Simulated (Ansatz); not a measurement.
# Li2BrCl: the cost of one run

Program: Ansatz 0.2.0. Level of theory: reference: DFT, HSE06, plane waves, PAW. These are calculated values, not measurements.

### Step 1. The starting structure

Symmetry: R-3m, No. 166, trigonal system. Conventional cell: a = 3.752 Å, b = 3.752 Å, c = 18.349 Å, α = 90.00°, β = 90.00°, γ = 120.00°. Cl (site symmetry -3m) is surrounded by 6 Li at 2.61 Å. Around Br (site symmetry -3m) lie 6 Li at 2.70 Å. Li (site symmetry 3m) is surrounded by 3 Cl at 2.61 Å and 3 Br at 2.70 Å.

Structure file:

```cif
data_structure
_symmetry_space_group_name_H-M 'P 1'
_symmetry_Int_Tables_number 1
_cell_length_a 6.4887
_cell_length_b 6.4887
_cell_length_c 6.4887
_cell_angle_alpha 33.611
_cell_angle_beta 33.611
_cell_angle_gamma 33.611
_cell_volume 74.57
loop_
_atom_site_label
_atom_site_type_symbol
_atom_site_fract_x
_atom_site_fract_y
_atom_site_fract_z
_atom_site_occupancy
Cl1 Cl 0.00000 0.00000 0.00000 1
Br1 Br 0.50000 0.50000 0.50000 1
Li1 Li 0.25436 0.25436 0.25436 1
Li2 Li 0.74564 0.74564 0.74564 1
```

### Step 2. The reference run

input.yaml

```yaml
crystal:
  lattice:
    - [1.8760659207, 1.0831471643, 6.1164156592]
    - [-1.8760659207, 1.0831471643, 6.1164156592]
    - [0.0, -2.1662943287, 6.1164156592]
  atoms:
    - { symbol: Cl, position: [1.0, 0.0, 0.0] }
    - { symbol: Br, position: [0.5, 0.5, 0.5] }
    - { symbol: Li, position: [0.2543610294, 0.2543610294, 0.2543610294] }
    - { symbol: Li, position: [0.7456389706, 0.7456389706, 0.7456389706] }
kpoints:
  mp_grid: { grid: [4, 4, 4] }
hamiltonian:
  xc: hse06
scf:
  occupations: { method: fixed }
  n_extra_bands: 5
output:
  forces: true
  stress: true
  eigenvalues: true
  write_density: true
  write_potential: true
  elf: true
  volumetric_format: npy
```

On the command line:

```console
ansatz run input.yaml --threads 4 --pin off --max-ram 3686MiB --backend cpu --events-out ev --progress --plain --runs-dir out
```

**Question.** How long does this run take on 4 threads of Arm Neoverse N1, shared host, and how much memory does it need?

About 20 s, with a peak of 1.1 GiB.
